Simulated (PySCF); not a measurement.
# Cl4Zr: the cost of one run

Method: levels as typed in each script, gas phase, geometry from GFN2-xTB; program: PySCF 2.14.0.

**1. The starting structure**

SMILES `Cl[Zr](Cl)(Cl)Cl`, 5 atoms, charge 0, spin multiplicity 1.

Bond lengths: Cl1–Zr2 2.250 Å, Zr2–Cl3 2.252 Å, Zr2–Cl4 2.252 Å, Zr2–Cl5 2.251 Å. Angles: Cl1–Zr2–Cl3 109.5°, Cl1–Zr2–Cl4 109.5°, Cl1–Zr2–Cl5 109.5°, Cl3–Zr2–Cl4 109.4°, Cl3–Zr2–Cl5 109.5°, Cl4–Zr2–Cl5 109.5°.

Coordinates:

```xyz
5
charge 0, multiplicity 1
Cl   -1.27325    1.29961   -1.32538
Zr   -0.00076    0.00012   -0.00036
Cl    1.27407    1.29930    1.32618
Cl    1.32746   -1.29937   -1.27249
Cl   -1.32649   -1.29981    1.27254
```

**2. Density, bond paths and surface potential (PBE0/def2-tzvp)**

Input file input.py:

```python
import numpy as np
from pyscf import gto, scf, dft
from pyscf.scf import atom_ks, atom_hf
from scipy.linalg import block_diag

def solve(mol, dm0=None, hcore=None):
    mf = (dft.UKS if mol.spin else dft.RKS)(mol, xc='pbe0')
    mf.grids.level = 3
    mf = mf.density_fit(auxbasis='def2-universal-jkfit')
    mf.conv_tol, mf.max_cycle = 1e-8, 80
    if hcore is not None:
        mf.get_hcore = lambda *args: hcore
    mf.kernel(dm0)
    if not mf.converged:
        mf = mf.newton().run(mf.mo_coeff, mf.mo_occ, max_cycle=30)
    assert mf.converged, 'SCF not converged'
    return mf

mol = gto.M(atom='''
Cl    -1.27325     1.29961    -1.32538
Zr    -0.00076     0.00012    -0.00036
Cl     1.27407     1.29930     1.32618
Cl     1.32746    -1.29937    -1.27249
Cl    -1.32649    -1.29981     1.27254
''', basis='def2-tzvp', ecp={'Zr': 'def2-tzvp'}, charge=0, spin=0, verbose=4)
mf = solve(mol)
mf.analyze()
# spherically averaged free atoms, for the promolecule
atom_ks.AtomSphAverageRKS.init_guess_by_vsap = lambda self, mol=None: self.init_guess_by_minao(mol)  # core potentials
atm = atom_ks.get_atm_nrks(mol, xc='pbe0')
pro = block_diag(*[(atm[a[0]][2] * atm[a[0]][3]) @ atm[a[0]][2].T for a in mol._atom])
np.savez('result.npz', e=mf.e_tot, c=mf.mo_coeff, occ=mf.mo_occ, eps=mf.mo_energy, pro=pro, dip=mf.dip_moment(verbose=0), s2=mf.spin_square()[0])
```

Command:

```bash
OMP_NUM_THREADS=1 python input.py
```

Q: Estimate wall time and peak memory on 1 thread of Intel Xeon 6975P-C (Granite Rapids), shared host.

About 11 s, with a peak of 0.73 GiB.
